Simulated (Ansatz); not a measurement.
# AsH+ (doublet): wave-function methods side by side at distance As1–H2 = 4.081 Å, cc-pVTZ

Aim: climb from Hartree-Fock through coupled cluster and multireference methods for AsH+ (doublet) at one geometry and basis, and see what each rung misses.

The runs use Ansatz 0.2.0, Gaussian basis; cc-pVTZ, core rule «outside noble gas», up to 14 orbitals frozen.

To be run: UHF; CCSD(T) on ROHF; CCSD(T) on UHF; BCCD(T) on ROHF; CISD; CCSDT(Q) on ROHF; CCSDT(Q) on UHF; CASSCF and MRCISD+Q, 3 electrons in 3 orbitals; CASSCF and NEVPT2, 3 electrons in 3 orbitals; CASSCF and MRCISD+Q, 5 electrons in 5 orbitals; CASSCF and NEVPT2, 5 electrons in 5 orbitals; Full CI.

16 further runs of the same task are left out: 13 that didn't finish, 3 set aside as unsound or not needed.

### Step 1. The system

The geometry derives from a PBE0/def2-TZVP stationary point (not a proven minimum). One bond is set to the value named and the two fragments are kept rigid. No spin-orbit coupling is included. The filled d shell of As may be among the frozen orbitals whatever the setting's name suggests; the logs give the count.

2 atoms, charge 1, spin multiplicity 2.

Atoms are counted from 1 here; the program's logs count them from 0.

No contacts short enough for the rule that draws bonds.

### Step 2. UHF

in.yaml

```yaml
crystal:
  periodic: [false, false, false]
  atoms:
    - {symbol: As, position_ang: [0.000000, 0.000000, 0.000000]}
    - {symbol: H, position_ang: [0.000000, 0.000000, 4.081000]}
basis:
  gaussian: {orbitals: cc-pVTZ}
total_charge: 1
magnetization: {spin_polarized: true, initial_magnetization: 1}
hamiltonian: {xc: hf}
output: {orbitals: {seedname: orbitals}}
```

Started as:

```bash
$ ansatz run in.yaml --threads 1 --pin off --events-out ev --progress --plain --max-ram 2393MiB
```

Further steps of the session: CCSD(T) on ROHF; CCSD(T) on UHF; BCCD(T) on ROHF; CISD; CCSDT(Q) on ROHF; CCSDT(Q) on UHF; CASSCF and MRCISD+Q, 3 electrons in 3 orbitals; CASSCF and NEVPT2, 3 electrons in 3 orbitals; CASSCF and MRCISD+Q, 5 electrons in 5 orbitals; CASSCF and NEVPT2, 5 electrons in 5 orbitals; Full CI.

Before running them: what should the planned runs give, taken together? Wanted: FCI below the RHF energy; RMP2 from FCI; UMP2 from FCI; RCCSD from FCI; RCCSD(T) from FCI; UCCSD(T) from FCI; UCCSDT(Q) from FCI; NEVPT2 pair from FCI; MRCISD+Q pair from FCI.

**Answer**, as computed:

| quantity | value |
| --- | --- |
| FCI below the RHF energy | -3.9977 eV |
| RMP2 from FCI | +2132.6 meV |
| UMP2 from FCI | +476.4 meV |
| RCCSD from FCI | +78.1 meV |
| RCCSD(T) from FCI | -30.6 meV |
| UCCSD(T) from FCI | +1.5 meV |
| UCCSDT(Q) from FCI | -12.1 meV |
| NEVPT2 pair from FCI | +452.6 meV |
| MRCISD+Q pair from FCI | -25.6 meV |
| NEVPT2 valence from FCI | +413.1 meV |
| levels within 1 kcal/mol (43 meV) | RCCSD(T), UCCSD(T), BCCD(T), UCCSDT, UCCSDT(Q), MRCISD+Q pair, MRCISD+Q valence |
| T1 diagnostic | 0.468 |
| effectively unpaired electrons | 2.99 |

RCCSD(T) lands -30.6 meV from the yardstick (0.8 % of the correlation energy). CCSD(T) misses by -30.6 meV on the restricted determinant and by +1.5 meV on the unrestricted one; the two need not hold the same state or core. RCCSD(T), UCCSDT, UCCSDT(Q), MRCISD+Q pair fall below full CI: unrestricted runs freeze a spin-polarised core, another one than full CI's, and coupled cluster isn't variational. With 3.0 effectively unpaired electrons against 1 the state is strongly multireference. Coupled cluster on one determinant still stays close here. Of the multireference levels listed MRCISD+Q valence comes nearest in total energy (+11.3 meV), which doesn't show that its space is the better one. Coupled cluster took another determinant than the lowest Hartree-Fock one. These misses are within one basis, not against nature; the frozen cores of restricted and unrestricted runs differ, which can shift their rows.
